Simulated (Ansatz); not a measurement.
# CH5BClN: a ladder of functionals and wavefunction methods

How much do the methods differ for CH5BClN? The plan is to run it at one geometry with functionals of several rungs and with coupled cluster. The yardstick is the atomisation energy at the CCSD(T) limit.

The runs use Ansatz 0.2.0, Gaussian basis; functionals in def2-TZVPP, the program's frozen cores in correlated methods.

Levels to be run: LDA (SPW92), PBE-D4, revPBE-D4, BLYP-D4, r2SCAN-D4, B97M-V, PBE0-D4, B3LYP-D4, r2SCANh-D4, r2SCAN0-D4, HSE06-D4, BHLYP-D4, CAM-B3LYP-D4, LC-ωPBE, ωB97X-V, ωB97M-V, B2PLYP, PBE-QIDH; CCSD(T)/def2-SVP; CCSD(T)/def2-TZVPP; MP2/def2-QZVPP; extrapolation to the limit; RPA on PBE.

## 1. The geometry

The geometry comes from an earlier relaxation with PBE0-D4 in a triple-zeta def2 set; it is a stationary point, not always the lowest conformer.

SMILES `NCBCl`, 9 atoms, charge 0, spin multiplicity 1.

Atoms are counted from 1 here; the program's logs count them from 0.

Bond lengths: N1–C2 1.444 Å, N1–H5 1.011 Å, N1–H6 1.010 Å, C2–B3 1.549 Å, C2–H7 1.112 Å, C2–H8 1.100 Å, B3–Cl4 1.749 Å, B3–H9 1.193 Å. Angles: C2–N1–H5 111.5°, C2–N1–H6 112.1°, H5–N1–H6 108.4°, N1–C2–B3 117.7°, N1–C2–H7 114.9°, N1–C2–H8 110.4°, B3–C2–H7 102.2°, B3–C2–H8 107.0°, H7–C2–H8 103.3°, C2–B3–Cl4 121.6°, C2–B3–H9 121.3°, Cl4–B3–H9 116.9°.

## 2. LDA

This LDA is Slater exchange with PW92 correlation.

The input, in.yaml:

```yaml
crystal:
  periodic: [false, false, false]
  atoms:
    - {symbol: N, position_ang: [-0.982547, 0.902013, 0.103634]}
    - {symbol: C, position_ang: [0.104444, 0.053280, 0.532040]}
    - {symbol: B, position_ang: [0.577314, -1.055562, -0.440190]}
    - {symbol: Cl, position_ang: [0.054158, -1.097158, -2.108094]}
    - {symbol: H, position_ang: [-0.910288, 1.129303, -0.878914]}
    - {symbol: H, position_ang: [-1.020481, 1.764642, 0.627623]}
    - {symbol: H, position_ang: [1.053505, 0.586350, 0.761361]}
    - {symbol: H, position_ang: [-0.145860, -0.439398, 1.483030]}
    - {symbol: H, position_ang: [1.358154, -1.889671, -0.097590]}
basis:
  gaussian: {orbitals: def2-TZVPP}
hamiltonian: {xc: lda}
output: {orbitals: {seedname: orbitals}}
```

Run with:

```bash
$ ansatz run in.yaml --threads 2 --pin off --events-out ev --progress --plain --max-ram 4352MiB
```

Further steps of the session: PBE-D4 (GGA); revPBE-D4 (GGA); BLYP-D4 (GGA); r2SCAN-D4 (meta-GGA); B97M-V (meta-GGA); B3LYP-D4 (hybrid); r2SCANh-D4 (hybrid); r2SCAN0-D4 (hybrid); HSE06-D4 (hybrid); BHLYP-D4 (hybrid); CAM-B3LYP-D4 (range-separated); LC-ωPBE (range-separated); ωB97X-V (range-separated); ωB97M-V (range-separated); B2PLYP (double hybrid); PBE-QIDH (double hybrid); CCSD(T) in def2-SVP; CCSD(T) in def2-TZVPP; MP2 in def2-QZVPP; RPA on PBE orbitals.

Before running them: what should the planned runs give, taken together? Wanted: atomisation energy, CCSD(T)/CBS; farthest beyond LDA; mean size of error, GGA; mean size of error, meta-GGA; mean size of error, hybrid; mean size of error, range-separated; mean size of error, double hybrid; gap, smallest and largest; T1 diagnostic.

The runs gave:

| quantity | value |
| --- | --- |
| atomisation energy, CCSD(T)/CBS | 3214.3 kJ/mol |
| functionals within 16.1 kJ/mol (0.5 %) | revPBE-D4, BLYP-D4, r2SCANh-D4, LC-ωPBE, PBE-QIDH |
| farthest beyond LDA | PBE-D4 (+88.9 kJ/mol) |
| mean size of error, GGA | 36.8 kJ/mol |
| mean size of error, meta-GGA | 24.2 kJ/mol |
| mean size of error, hybrid | 30.8 kJ/mol |
| mean size of error, range-separated | 23.4 kJ/mol |
| mean size of error, double hybrid | 9.3 kJ/mol |
| gap, smallest and largest | 3.27 eV (LDA (SPW92)), 11.01 eV (LC-ωPBE) |
| T1 diagnostic | 0.0108 |
| triples share of the correlation energy | 3.9 % |

**Reading.** The LDA atomisation energy is off by 483.1 kJ/mol (15 %): it overbinds. PBE-D4 misses by +88.9 kJ/mol. Double hybrids carry the basis error of their MP2 part in triple zeta, and no dispersion term here, so their miss is partly the set-up's. Taken by rung, double hybrid functionals do best (9.3 kJ/mol on average) and GGA ones worst beyond LDA (36.8 kJ/mol). The reference freezes the cores and leaves out relativity and excitations past (T), so misses under about 16.1 kJ/mol can't be ranked. Hartree-Fock recovers 73 % of the binding; the rest is correlation. CCSD(T) in def2-SVP is off by -168.2 kJ/mol, so the small basis spoils what the method gains. The gap grows from 3.3 to 11.0 eV across the functionals, mostly with the share of exact exchange.
